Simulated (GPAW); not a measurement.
The system is HfIn4SiO6.

```
Hf In Si O
1.0
     2.71585   -4.70357    0.00833
     2.71585    4.70357    0.00833
    -1.87915    0.00000    7.40127
Hf In Si O
1 4 1 6
Cartesian
  2.7159 -2.7125 0.0083
  1.7763 -1.1453 3.7090
  2.7159 0.4231 0.0083
  1.7763 2.0313 3.7090
  1.7763 -4.3098 3.7090
  2.7159 3.5589 0.0083
  -1.1497 0.2444 6.4159
  4.7022 0.2444 1.0021
  1.9910 -1.2091 6.4253
  1.5616 -1.2091 0.9927
  1.8741 2.2355 0.9933
  1.6785 2.2355 6.4246
```

The cell was built by a generator and needn't be a form met in nature.

Base run:

| Item | Value |
| --- | --- |
| Program | GPAW 26.7.0 |
| Functional | SCAN |
| Potentials or basis | GPAW PAW data sets (gpaw-data 1.2.1) |
| Cutoff | 800 eV |
| Basis | pw |
| k mesh | 4 × 4 × 3 |
| Occupations | fermi-dirac, width 0.05 eV |
| Spin | no spin polarisation |

Its results: pressure -5.5 GPa; largest force 0.382 eV/Å.

Problem. The run is repeated on the same cell with these changes: functional from SCAN to revPBE; potentials or basis from GPAW PAW data sets (gpaw-data 1.2.1) to the program's PAW data sets (release 1.2.1) made for this functional. What comes out?

Solution. Pressure 2.1 GPa; largest force 0.233 eV/Å.

Caveats: the PAW data sets were made with another functional, which shifts forces and pressure a little (some runs).

Not every run made on this cell is shown here.
